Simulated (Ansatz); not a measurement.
# BGeH2: the cost of one run

Computed with Ansatz 0.2.0, Gaussian basis. Level: cc-pVTZ, core rule «outside noble gas», up to 15 orbitals frozen.

The runs, in order: UHF; CCSD(T) on RHF; CCSD(T) on UHF; BCCD(T) on RHF; CISD; CCSDT(Q) on RHF; CCSDT(Q) on UHF.

15 further runs of the same task are left out: 2 for a known fault of the program, 3 that didn't finish, 10 set aside as unsound or not needed.

### 1 The geometry

The geometry is a PBE0/def2-TZVP stationary point (not a proven minimum) of the parent state, kept for this charge and spin. No spin-orbit coupling is included. The filled d shell of Ge may be among the frozen orbitals whatever the setting's name suggests; the logs give the count.

4 atoms, charge 1, spin multiplicity 1.

Atoms are counted from 1 here; the program's logs count them from 0.

Bond lengths: Ge1–B2 1.885 Å, Ge1–H3 1.520 Å, Ge1–H4 1.520 Å. Angles: B2–Ge1–H3 120.2°, B2–Ge1–H4 120.2°, H3–Ge1–H4 119.5°.

Geometry (Å):

```xyz
4
charge 1, multiplicity 1
Ge    0.00000    0.00000   -0.22040
B     0.00000    0.00000    1.66478
H     0.00000    1.31339   -0.98618
H     0.00000   -1.31339   -0.98618
```

### 2 UHF

Contents of in.yaml:

```yaml
crystal:
  periodic: [false, false, false]
  atoms:
    - {symbol: Ge, position_ang: [0.000000, 0.000000, -0.220401]}
    - {symbol: B, position_ang: [0.000000, 0.000000, 1.664781]}
    - {symbol: H, position_ang: [0.000000, 1.313392, -0.986177]}
    - {symbol: H, position_ang: [0.000000, -1.313392, -0.986177]}
basis:
  gaussian: {orbitals: cc-pVTZ}
total_charge: 1
magnetization: {spin_polarized: true, initial_magnetization: 0}
hamiltonian: {xc: hf}
output: {orbitals: {seedname: orbitals}}
```

Started as:

```console
$ ansatz run in.yaml --threads 1 --pin off --events-out ev --progress --plain --max-ram 8192MiB --backend cpu
```

What time and memory should one allow on 1 thread of AMD EPYC 7R13, shared host?

About 9 s, with a peak of 0.25 GiB.
